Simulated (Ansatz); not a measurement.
# LaMg2Pd: the cost of one run

All numbers below are computed with Ansatz 0.2.0 (DFT r²SCAN, scalar-relativistic, plane waves, PAW).

1 further run of the same task is left out (set aside as unsound or not needed).

### Step 1. The system as given

The cell holds 31 atoms (La8Mg15Pd8): a = 8.708 Å, b = 9.392 Å, c = 10.492 Å, α = 90.00°, β = 90.00°, γ = 117.62°.

The coordinates of this cell stand in the input of its own run.

The host was relaxed before at r²SCAN: a = 4.354 Å, b = 10.492 Å, c = 8.322 Å, α = 90.00°, β = 90.00°, γ = 90.00° (conventional cell), 23.758 Å³/atom.

Places, in fractions of the supercell: a vacancy on Mg at (0.027, 0.055, 0.154). The start keeps the symmetry of the ideal site.

### Step 2. The perfect crystal in the supercell of 32 atoms

File input.yaml:

```yaml
crystal:
  lattice:
    - [-8.7075736231, 0.0, 0.0]
    - [4.3537868116, 0.0, -8.3218486002]
    - [0.0, -10.491523804, 0.0]
  atoms:
    - { symbol: La, position: [0.125, 0.25, 0.4401965274] }
    - { symbol: La, position: [0.875, 0.25, 0.9401965274] }
    - { symbol: La, position: [0.625, 0.25, 0.4401965274] }
    - { symbol: La, position: [0.375, 0.25, 0.9401965274] }
    - { symbol: La, position: [0.375, 0.75, 0.5598034726] }
    - { symbol: La, position: [0.125, 0.75, 0.0598034726] }
    - { symbol: La, position: [0.875, 0.75, 0.5598034726] }
    - { symbol: La, position: [0.625, 0.75, 0.0598034726] }
    - { symbol: Mg, position: [0.027282028, 0.0545640561, 0.1543526982] }
    - { symbol: Mg, position: [0.777282028, 0.0545640561, 0.6543526982] }
    - { symbol: Mg, position: [0.527282028, 0.0545640561, 0.1543526982] }
    - { symbol: Mg, position: [0.277282028, 0.0545640561, 0.6543526982] }
    - { symbol: Mg, position: [0.472717972, 0.9454359439, 0.8456473018] }
    - { symbol: Mg, position: [0.222717972, 0.9454359439, 0.3456473018] }
    - { symbol: Mg, position: [0.972717972, 0.9454359439, 0.8456473018] }
    - { symbol: Mg, position: [0.722717972, 0.9454359439, 0.3456473018] }
    - { symbol: Mg, position: [0.277282028, 0.5545640561, 0.8456473018] }
    - { symbol: Mg, position: [0.027282028, 0.5545640561, 0.3456473018] }
    - { symbol: Mg, position: [0.777282028, 0.5545640561, 0.8456473018] }
    - { symbol: Mg, position: [0.527282028, 0.5545640561, 0.3456473018] }
    - { symbol: Mg, position: [0.222717972, 0.4454359439, 0.1543526982] }
    - { symbol: Mg, position: [0.972717972, 0.4454359439, 0.6543526982] }
    - { symbol: Mg, position: [0.722717972, 0.4454359439, 0.1543526982] }
    - { symbol: Mg, position: [0.472717972, 0.4454359439, 0.6543526982] }
    - { symbol: Pd, position: [0.125, 0.25, 0.7223851988] }
    - { symbol: Pd, position: [0.875, 0.25, 0.2223851988] }
    - { symbol: Pd, position: [0.625, 0.25, 0.7223851988] }
    - { symbol: Pd, position: [0.375, 0.25, 0.2223851988] }
    - { symbol: Pd, position: [0.375, 0.75, 0.2776148012] }
    - { symbol: Pd, position: [0.125, 0.75, 0.7776148012] }
    - { symbol: Pd, position: [0.875, 0.75, 0.2776148012] }
    - { symbol: Pd, position: [0.625, 0.75, 0.7776148012] }
basis:
  ecutwfc: 500
  xc_grid: 3
kpoints:
  mp_grid: { grid: [3, 3, 2], shift: [0.0, 0.0, 0.5] }
hamiltonian:
  xc: r2scan
scf:
  occupations: { method: gaussian, width: 0.05 }
output:
  forces: true
  stress: true
  eigenvalues: true
  write_density: true
  write_potential: true
  elf: true
  volumetric_format: npy
```

On the command line:

```sh
> ansatz run input.yaml --threads 8 --pin off --max-ram 14336MiB --backend cpu --events-out ev --progress --plain --runs-dir out
```

Q: Estimate wall time and peak memory on 8 threads of Arm Neoverse V1, shared host.

About 23 s, with a peak of 4.5 GiB.
